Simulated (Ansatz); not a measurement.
**Al2H6SSi: how energies converge with the basis set**

Aim: see how fast density functionals converge with the basis set for Al2H6SSi.

Computed with Ansatz 0.2.0, Gaussian basis. Level: one geometry, several basis sets.

Plan: PBE0-D4/def2-SVP; ωB97M-V/def2-SVP; PBE0-D4/def2-QZVPP; ωB97M-V/def2-QZVPP; the functionals' def2-TZVPP values are taken from earlier runs.

## (1) The relaxed structure

The geometry comes from an earlier relaxation with PBE0-D4 in a triple-zeta def2 set; it is a stationary point, not always the lowest conformer.

10 atoms, charge 0, spin multiplicity 1.

Atoms are counted from 1 here; the program's logs count them from 0.

Bond lengths: Al1–S2 2.237 Å, Al1–H5 1.589 Å, Al1–H6 1.581 Å, S2–Al3 2.151 Å, Al3–Si4 2.461 Å, Al3–H7 1.578 Å, Si4–H8 1.485 Å, Si4–H9 1.536 Å, Si4–H10 1.490 Å. Angles: S2–Al1–H5 115.2°, S2–Al1–H6 117.6°, H5–Al1–H6 123.3°, Al1–S2–Al3 89.5°, S2–Al3–Si4 106.6°, S2–Al3–H7 126.2°, Si4–Al3–H7 126.9°, Al3–Si4–H8 122.0°, Al3–Si4–H9 102.3°, Al3–Si4–H10 114.8°, H8–Si4–H9 104.6°, H8–Si4–H10 109.2°, H9–Si4–H10 100.9°.

## (2) PBE0-D4 in def2-SVP

Input file in.yaml:

```yaml
crystal:
  periodic: [false, false, false]
  atoms:
    - {symbol: Al, position_ang: [-0.967817, 1.086674, -0.923729]}
    - {symbol: S, position_ang: [1.134493, 1.841285, -1.053186]}
    - {symbol: Al, position_ang: [1.833785, -0.019250, -0.230400]}
    - {symbol: Si, position_ang: [-0.070060, -1.020314, 0.964965]}
    - {symbol: H, position_ang: [-1.277745, -0.207860, -1.792332]}
    - {symbol: H, position_ang: [-2.083362, 2.101951, -0.451252]}
    - {symbol: H, position_ang: [3.319546, -0.551150, -0.259002]}
    - {symbol: H, position_ang: [-0.696855, -2.291369, 0.522973]}
    - {symbol: H, position_ang: [-1.167152, 0.037384, 0.775075]}
    - {symbol: H, position_ang: [0.058365, -1.028453, 2.449787]}
basis:
  gaussian: {orbitals: def2-SVP}
hamiltonian: {xc: pbe0, dispersion: d4}
output: {orbitals: {seedname: orbitals}}
```

Started as:

```console
$ ansatz run in.yaml --threads 2 --pin off --events-out ev --progress --plain --max-ram 4352MiB
```

After this run come: ωB97M-V in def2-SVP; PBE0-D4 in def2-QZVPP; ωB97M-V in def2-QZVPP.

Q: Predict the results of all the runs planned. Wanted: PBE0-D4: double and triple zeta above quadruple; ωB97M-V: double and triple zeta above quadruple.

As calculated:

| quantity | value |
| --- | --- |
| PBE0-D4: double and triple zeta above quadruple | 12.18, 0.99 eV |
| ωB97M-V: double and triple zeta above quadruple | 12.14, 0.95 eV |

For PBE0-D4 the step from double to triple zeta gains 11.19 eV and the next only 0.99 eV. These are total energies; as a rule much of such shifts cancels in differences, which this series doesn't test.
